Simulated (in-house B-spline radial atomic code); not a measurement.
# In: a fraction of an electron added to 5p

Aim: the energy of In as a fraction of an electron is added to 5p, to see how far it bends away from a straight line.

Method: scalar-relativistic (spin-free one-electron X2C) LDA (Slater, VWN5), spin-polarised, spherical fractional occupations, Fermi nucleus, basis-set limit. Code: in-house B-spline radial atomic code version 1.

### 1 Starting point

- element: indium (Z = 49)
- charge: 0
- electrons: 49
- configuration: [Kr] 4d10 5s2 5p1
- Hamiltonian: scalar-relativistic (X2C)
- nucleus: Fermi, rms radius 4.616 fm

Outer shells as boxes (Hund's rule):

[Kr] 4d10 5s2 5p1
```
[Kr] core
4d [↑↓][↑↓][↑↓][↑↓][↑↓]
5s [↑↓]
5p [↑ ][  ][  ]
```

Where spins are not typed, each open shell is filled with up spins first.

### 2 The start, at fraction 0

Settings, as recorded:

```ini
Z = 49
electrons = 49.0
configuration = [Kr] 4d10 5s2 5p1
hamiltonian = x2c
method = lda,vwn
spin_polarised = True
nucleus = fermi
rms_radius = 4.6156
mass_number = 115
atomic_mass = 114.903878772
speed_of_light = 137.035999084
```

### 3 0.1 electron added to 5p

The settings differ from step 2 so:

```diff
@@ -1,4 +1,4 @@
 Z = 49
-electrons = 49.0
-configuration = [Kr] 4d10 5s2 5p1
+electrons = 49.1
+configuration = [Kr] 4d10 5s2 5p1.1
 hamiltonian = x2c
```

### 4 0.2 electron added to 5p

The settings differ from step 3 so:

```diff
@@ -1,4 +1,4 @@
 Z = 49
-electrons = 49.1
-configuration = [Kr] 4d10 5s2 5p1.1
+electrons = 49.2
+configuration = [Kr] 4d10 5s2 5p1.2
 hamiltonian = x2c
```

### 5 0.3 electron added to 5p

The settings differ from step 4 so:

```diff
@@ -1,4 +1,4 @@
 Z = 49
-electrons = 49.2
-configuration = [Kr] 4d10 5s2 5p1.2
+electrons = 49.3
+configuration = [Kr] 4d10 5s2 5p1.3
 hamiltonian = x2c
```

### 6 0.4 electron added to 5p

The settings differ from step 5 so:

```diff
@@ -1,4 +1,4 @@
 Z = 49
-electrons = 49.3
-configuration = [Kr] 4d10 5s2 5p1.3
+electrons = 49.4
+configuration = [Kr] 4d10 5s2 5p1.4
 hamiltonian = x2c
```

### 7 0.5 electron added to 5p

The settings differ from step 6 so:

```diff
@@ -1,4 +1,4 @@
 Z = 49
-electrons = 49.4
-configuration = [Kr] 4d10 5s2 5p1.4
+electrons = 49.5
+configuration = [Kr] 4d10 5s2 5p1.5
 hamiltonian = x2c
```

### 8 0.6 electron added to 5p

The settings differ from step 7 so:

```diff
@@ -1,4 +1,4 @@
 Z = 49
-electrons = 49.5
-configuration = [Kr] 4d10 5s2 5p1.5
+electrons = 49.6
+configuration = [Kr] 4d10 5s2 5p1.6
 hamiltonian = x2c
```

### 9 0.7 electron added to 5p

The settings differ from step 8 so:

```diff
@@ -1,4 +1,4 @@
 Z = 49
-electrons = 49.6
-configuration = [Kr] 4d10 5s2 5p1.6
+electrons = 49.7
+configuration = [Kr] 4d10 5s2 5p1.7
 hamiltonian = x2c
```

### 10 0.8 electron added to 5p

The settings differ from step 9 so:

```diff
@@ -1,4 +1,4 @@
 Z = 49
-electrons = 49.7
-configuration = [Kr] 4d10 5s2 5p1.7
+electrons = 49.8
+configuration = [Kr] 4d10 5s2 5p1.8
 hamiltonian = x2c
```

How does the energy change with the fraction, and which way and how far does it bend from the straight line between the ends?

The runs gave:

| fraction | energy change (eV) | less the straight line (eV) | level 5p up (eV) | sum of <r²> (bohr²) |
| --- | --- | --- | --- | --- |
| 0 | 0.0000 | 0.0000 | -2.908 | 57.986 |
| 0.1 | -0.2650 | -0.1619 | -2.394 | 60.508 |
| 0.2 | -0.4794 | -0.2731 | -1.897 | 63.290 |
| 0.3 | -0.6450 | -0.3357 | -1.419 | 66.402 |
| 0.4 | -0.7639 | -0.3514 | -0.962 | 69.945 |
| 0.5 | -0.8383 | -0.3227 | -0.530 | 74.079 |
| 0.6 | -0.8709 | -0.2522 | -0.127 | 79.091 |
| 0.7 | -0.8650 | -0.1432 | 0.239 | 85.623 |
| 0.8 | -0.8250 | 0.0000 | 0.547 | 97.714 |

From fraction 0 to 0.8 the energy changes by -0.825 eV. It sags under the straight line by up to 0.35 eV (at 0.4); exact theory is straight between whole electron numbers, so this convex bend is an error (delocalisation) that favours fractional charges. From fraction 0.7 on, a level is unbound or reaches the edge of the box, so those points hang on the box (radius 50.0 bohr). The path stops at 0.8, so the line is drawn to that point and not to a whole electron.
